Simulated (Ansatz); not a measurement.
# H₆OSSiSn: basis-set convergence

Aim: see how fast density functionals converge with the basis set for H₆OSSiSn.

Computed with Ansatz 0.2.0, Gaussian basis. Level: one geometry, several basis sets.

Plan: PBE0-D4/def2-SVP; ωB97M-V/def2-SVP; PBE0-D4/def2-QZVPP; ωB97M-V/def2-QZVPP; the functionals' def2-TZVPP values are taken from earlier runs.

### 1 The relaxed structure

The geometry comes from an earlier relaxation with PBE0-D4 in a triple-zeta def2 set; it is a stationary point, not always the lowest conformer. Sn takes the def2 core potential; no spin-orbit term is included.

SMILES `O[SiH](S)[SnH3]`, 10 atoms, charge 0, spin multiplicity 1.

Atoms are counted from 1 here; the program's logs count them from 0.

Bond lengths: O1–Si2 1.650 Å, O1–H5 0.959 Å, Si2–S3 2.126 Å, Si2–Sn4 2.571 Å, Si2–H6 1.488 Å, S3–H7 1.344 Å, Sn4–H8 1.713 Å, Sn4–H9 1.706 Å, Sn4–H10 1.709 Å. Angles: Si2–O1–H5 117.5°, O1–Si2–S3 109.1°, O1–Si2–Sn4 111.1°, O1–Si2–H6 111.5°, S3–Si2–Sn4 110.5°, S3–Si2–H6 102.9°, Sn4–Si2–H6 111.4°, Si2–S3–H7 95.1°, Si2–Sn4–H8 111.5°, Si2–Sn4–H9 111.4°, Si2–Sn4–H10 109.7°, H8–Sn4–H9 108.1°, H8–Sn4–H10 107.6°, H9–Sn4–H10 108.4°.

### 2 PBE0-D4 in def2-SVP

File in.yaml:

```yaml
crystal:
  periodic: [false, false, false]
  atoms:
    - {symbol: O, position_ang: [-0.457772, 1.129208, -1.743629]}
    - {symbol: Si, position_ang: [-0.004977, 1.034135, -0.160329]}
    - {symbol: S, position_ang: [2.054295, 1.534595, 0.005146]}
    - {symbol: Sn, position_ang: [-0.441056, -1.315654, 0.788192]}
    - {symbol: H, position_ang: [-1.287036, 0.716556, -1.992301]}
    - {symbol: H, position_ang: [-0.669505, 2.081749, 0.660442]}
    - {symbol: H, position_ang: [2.498740, 0.399851, -0.561134]}
    - {symbol: H, position_ang: [-1.940078, -1.943245, 0.246388]}
    - {symbol: H, position_ang: [-0.456313, -1.304236, 2.494225]}
    - {symbol: H, position_ang: [0.786901, -2.383958, 0.266002]}
basis:
  gaussian: {orbitals: def2-SVP}
hamiltonian: {xc: pbe0, dispersion: d4}
output: {orbitals: {seedname: orbitals}}
```

On the command line:

```sh
$ ansatz run in.yaml --threads 4 --pin off --events-out ev --progress --plain --max-ram 10444MiB
```

After this run come: ωB97M-V in def2-SVP; PBE0-D4 in def2-QZVPP; ωB97M-V in def2-QZVPP.

Before running them: what should the planned runs give, taken together? Wanted: PBE0-D4: double and triple zeta above quadruple; ωB97M-V: double and triple zeta above quadruple.

**Answer**, as computed:

| quantity | value |
| --- | --- |
| PBE0-D4: double and triple zeta above quadruple | 10.41, 0.78 eV |
| ωB97M-V: double and triple zeta above quadruple | 10.49, 0.75 eV |

What this shows: For PBE0-D4 the step from double to triple zeta gains 9.63 eV and the next only 0.78 eV. Total energies overstate the basis error of differences, where much of it tends to cancel. The LUMO of ωB97M-V is positive and keeps falling with the basis (1.64 to 0.86 eV): an unbound level that the basis holds in place.
